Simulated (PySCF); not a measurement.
# C3H6ClSi: the cost of one run

Programs: PySCF 2.14.0, with routines of our own; each step states its level. All values are computed. Atoms count from 0.

### 1 The starting structure

11 atoms, charge 1, multiplicity 1; geometry from: GFN2-xTB.

### 2 Geometry optimisation at PBE0-D3(BJ)/def2-SVP

The job: settings as JSON, then the geometry in Å.

```
{"job": {"xc": "PBE0", "basis": "def2-SVP", "d3": "d3bj", "grid": 1, "kind": "geom"}, "charge": 1, "multiplicity": 1}
C      2.292959     0.309495    -0.482601
C      0.961242     0.317520    -0.585461
Si    -0.241742    -0.237557     0.724218
C     -2.068447     0.042457     0.361464
Cl    -2.119990    -1.626720    -0.377676
H      2.816469    -0.026719     0.397404
H      2.914671     0.652174    -1.295267
H      0.517205     0.679771    -1.512706
H      0.053903    -0.961602     1.950097
H     -2.771558     0.082296     1.189988
H     -2.349288     0.771554    -0.395423
```

Started as:

```
$ OMP_NUM_THREADS=1 python excited_run.py task.json out
```

One launch serves the whole session: the jobs run in the order shown.

Q: Estimate the wall time and peak memory of this first job on 1 thread of Arm Neoverse V2, shared host.

About 21 s, with a peak of 0.48 GiB.
